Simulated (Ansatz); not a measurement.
# ZrH3 (Pm-3m): scan of the energy under strain, by script

What does a strain cost in ZrH3 (Pm-3m)? Wanted for ZrH3 (Pm-3m): a scan of the energy under strain.

Program: the Python package of Ansatz 0.2.0. Level of theory: DFT PBEsol, plane waves, PAW. These are calculated values, not measurements.

## 1. The system

The structure is cubic, space group Pm-3m (No. 221). Conventional cell: a = 3.126 Å, b = 3.126 Å, c = 3.126 Å, α = 90.00°, β = 90.00°, γ = 90.00°. Around Zr (site symmetry m-3m) lie 12 H at 2.21 Å. H (site symmetry 4/mmm) has 4 Zr at 2.21 Å and 8 H at 2.21 Å as nearest neighbours.

The script holds or builds the structure itself.

## 2. Script

Contents of strain_zrh3.py:

```python
# -*- coding: utf-8 -*-
import ansatz
import matplotlib.pyplot as plt
import numpy as np

vectors0 = np.array([
    [3.126038, 0.0, 0.0],
    [0.0, 3.126038, 0.0],
    [0.0, 0.0, 3.126038],
])
sites = [
    ('Zr', [0.0, 0.0, 0.0]),
    ('H', [0.0, 0.5, 0.5]),
    ('H', [0.5, 0.0, 0.5]),
    ('H', [0.5, 0.5, 0.0]),
]


def make_crystal(cell):
    crystal = ansatz.Crystal(lattice=ansatz.Lattice.of(cell))
    for symbol, position in sites:
        crystal = crystal.atom(symbol, position)
    return crystal


def main():
    values = np.linspace(-0.03, 0.03, 7)
    energies = []
    for d in values:
        strain = np.array([[0, d / 2, 0], [d / 2, 0, 0], [0, 0, 0]])
        cell = vectors0 @ (np.eye(3) + strain)
        calculation = (
            make_crystal(cell).calculation()
            .occupations('Marzari-Vanderbilt')
            .pseudopotentials('paw')
            .functional('PBEsol')
            .basis(520)
            .kpoints(11, 11, 11)
            .stress()
        )
        r = calculation.run(threads=1).report
        energies.append(r['free_energy_ev'] / len(sites))
        s = r['stress_gpa']
        print(f'd = {d:+.4f}  stress xx yy zz xy (GPa, compression positive): {s[0][0]:8.3f} {s[1][1]:8.3f} {s[2][2]:8.3f} {s[0][1]:8.3f}')
    energies = np.array(energies)

    for value, e in zip(values, energies):
        print(f'strain {value:7.3f}   E - Emin = {1000 * (e - energies.min()):9.3f} meV/atom')
    plt.figure(figsize=(4.5, 3))
    plt.plot(values, 1000 * (energies - energies.min()), 'o-')
    plt.xlabel('strain')
    plt.ylabel('meV/atom')
    plt.tight_layout()
    plt.savefig('strain.png', dpi=100)
    curvature = 2 * np.polyfit(values, energies, 3)[1]
    volume = abs(np.linalg.det(vectors0)) / len(sites)
    print(f'd2E/dd2 over the volume: {curvature / volume * 160.21766:.1f} GPa')


if __name__ == '__main__':
    main()
```

## 3. What the engine is handed

The engine receives this input (first run):

```yaml
crystal:
  lattice:
    - [3.126038, -0.04689057, 0.0]
    - [-0.04689057, 3.126038, 0.0]
    - [0.0, 0.0, 3.126038]
  atoms:
    - { symbol: Zr, position: [0.0, 0.0, 0.0] }
    - { symbol: H, position: [0.0, 0.5, 0.5] }
    - { symbol: H, position: [0.5, 0.0, 0.5] }
    - { symbol: H, position: [0.5, 0.5, 0.0] }
basis:
  ecutwfc: 520.0
kpoints:
  mp_grid:
    grid: [11, 11, 11]
hamiltonian:
  xc: pbesol
  pseudopotentials:
    kind: paw
scf:
  occupations:
    method: cold
output:
  stress: true
```

## 4. Launch

On the command line:

```
$ python strain_zrh3.py
```

The program printed:

```text
d = -0.0300  stress xx yy zz xy (GPa, compression positive):   -4.392   -4.392   -4.607    1.846
d = -0.0200  stress xx yy zz xy (GPa, compression positive):   -4.461   -4.461   -4.564    1.205
d = -0.0100  stress xx yy zz xy (GPa, compression positive):   -4.505   -4.505   -4.532    0.593
d = +0.0000  stress xx yy zz xy (GPa, compression positive):   -4.521   -4.521   -4.521    0.000
d = +0.0100  stress xx yy zz xy (GPa, compression positive):   -4.505   -4.505   -4.532   -0.593
d = +0.0200  stress xx yy zz xy (GPa, compression positive):   -4.461   -4.461   -4.564   -1.205
d = +0.0300  stress xx yy zz xy (GPa, compression positive):   -4.392   -4.392   -4.607   -1.846
strain  -0.030   E - Emin =     1.246 meV/atom
strain  -0.020   E - Emin =     0.547 meV/atom
strain  -0.010   E - Emin =     0.136 meV/atom
strain   0.000   E - Emin =     0.000 meV/atom
strain   0.010   E - Emin =     0.136 meV/atom
strain   0.020   E - Emin =     0.547 meV/atom
strain   0.030   E - Emin =     1.246 meV/atom
d2E/dd2 over the volume: 58.2 GPa
```

Run time: 35 s. Hardware: 1 thread of Arm Neoverse V1, shared host; peak memory 0.48 GiB.

## 5. What changed from run to run

The engine's inputs for some of the other runs:

Run 4, against run 1:

```diff
@@ -3,2 +3,2 @@
-    - [3.126038, -0.04689057, 0.0]
-    - [-0.04689057, 3.126038, 0.0]
+    - [3.126038, 0.0, 0.0]
+    - [0.0, 3.126038, 0.0]
```

Run 5, against run 1:

```diff
@@ -3,2 +3,2 @@
-    - [3.126038, -0.04689057, 0.0]
-    - [-0.04689057, 3.126038, 0.0]
+    - [3.126038, 0.015630190000000002, 0.0]
+    - [0.015630190000000002, 3.126038, 0.0]
```

Run 6, against run 1:

```diff
@@ -3,2 +3,2 @@
-    - [3.126038, -0.04689057, 0.0]
-    - [-0.04689057, 3.126038, 0.0]
+    - [3.126038, 0.031260380000000004, 0.0]
+    - [0.031260380000000004, 3.126038, 0.0]
```

## 6. The runs side by side

From the records of these 7 runs:

| run | strain | energy from run 4 (meV/atom) | pressure (GPa) | SCF cycles | CPU time (s) |
| --- | --- | --- | --- | --- | --- |
| 1 | -0.030 | 1.25 | -4.46 | 6 | 5.4 |
| 2 | -0.020 | 0.55 | -4.50 | 6 | 5.2 |
| 3 | -0.010 | 0.14 | -4.51 | 6 | 5.2 |
| 4 | 0.000 | 0.00 | -4.52 | 6 | 1.4 |
| 5 | 0.010 | 0.14 | -4.51 | 6 | 5.3 |
| 6 | 0.020 | 0.55 | -4.50 | 6 | 5.3 |
| 7 | 0.030 | 1.25 | -4.46 | 6 | 5.2 |

Energies are free energies F = E - TS of the smeared occupations. 

## 7. Outcome

```
                  quantity          value
curvature under the strain       58.2 GPa
             runs compared              7
           range of energy  1.25 meV/atom
      lowest point, strain          0.000
```

Against the unstrained cell the energy per atom changes by +1.25 meV at one end of the scan and +1.25 meV at the other, and its second derivative over the volume is 58.2 GPa. The curvature belongs to this strain pattern and to the cell's stress; it equals a single elastic constant only for simple patterns. In a metal a curvature from energy changes of a few meV or less hangs on mesh and smearing, in size and even in sign. The structure comes from a database of computed cells and needn't be a stable or known phase. The ions keep their fractional positions (clamped ions).
